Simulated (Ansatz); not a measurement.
# SiBr+ (quintet): the correlation ladder, cc-pVDZ

An exercise on one series of results from a longer session: the logs are not shown, and one member is left open.

Program: Ansatz 0.2.0, Gaussian basis. Level of theory: cc-pVDZ, core rule «outside noble gas», up to 19 orbitals frozen. These are calculated values, not measurements.

The runs, in order: UHF; CCSD(T) on ROHF; CCSD(T) on UHF; BCCD(T) on ROHF; CISD as a restricted active space (open shells left free, so some higher excitations enter); CCSDT(Q) on ROHF; CCSDT(Q) on UHF.

11 further runs of the same task are left out: 2 for a known fault of the program, 3 that didn't finish, 6 set aside as unsound or not needed. Runs told in other sessions of the task aren't counted.

**The system**

The geometry is a PBE0/def2-TZVP stationary point (not a proven minimum) of the parent state, kept for this charge and spin. No spin-orbit coupling is included. The filled d shell of Br may be among the frozen orbitals whatever the setting's name suggests.

2 atoms, charge 1, spin multiplicity 5.

Atoms are counted from 1 here; the program's logs count them from 0.

Bond lengths: Si1–Br2 2.144 Å.

Geometry (Å):

```xyz
2
BrSi
Si    0.0000    0.0000    0.0000
Br    0.0000    0.0000    2.1439
```

The first run:

in.yaml

```yaml
crystal:
  periodic: [false, false, false]
  atoms:
    - {symbol: Si, position_ang: [0.000000, 0.000000, 0.000000]}
    - {symbol: Br, position_ang: [0.000000, 0.000000, 2.143900]}
basis:
  gaussian: {orbitals: cc-pVDZ}
total_charge: 1
magnetization: {spin_polarized: true, initial_magnetization: 4}
hamiltonian: {xc: hf}
output: {orbitals: {seedname: orbitals}}
```

Started as:

```sh
> ansatz run in.yaml --threads 1 --pin off --events-out ev --progress --plain --max-ram 2393MiB
```

Steps of the session up to this table: UHF; CCSD(T) on ROHF; CCSD(T) on UHF; BCCD(T) on ROHF; CISD as a restricted active space (open shells left free, so some higher excitations enter); CCSDT(Q) on ROHF; CCSDT(Q) on UHF.

One table of the session follows, with a row left open; its other results are not shown here.

It belongs to the step «Misses and costs». 

```
   method  from UCCSDT(Q) (meV)
     ROHF               +4061.8
      UHF               +3944.8
     RMP2                +704.9
     UMP2                +715.4
     CISD                +273.6
    RCCSD                +107.4
    UCCSD                +102.2
 RCCSD(T)                 +26.2
 UCCSD(T)                 +22.6
  BCCD(T)                 +26.9
   RCCSDT                  +9.4
   UCCSDT                     ?
RCCSDT(Q)                  +3.7
UCCSDT(Q)                     0
```

Estimate the missing values for UCCSDT.

**Answer.** from UCCSDT(Q) (meV): +5.8. In the column «from UCCSDT(Q) (meV)» it lies between RCCSDT(Q) (+3.7) and RCCSDT (+9.4).

Caveats from the session: Restricted and unrestricted rows rest on different reference determinants; a gap between their highest levels can come from leftover correlation error, from unlike frozen cores or from another state.
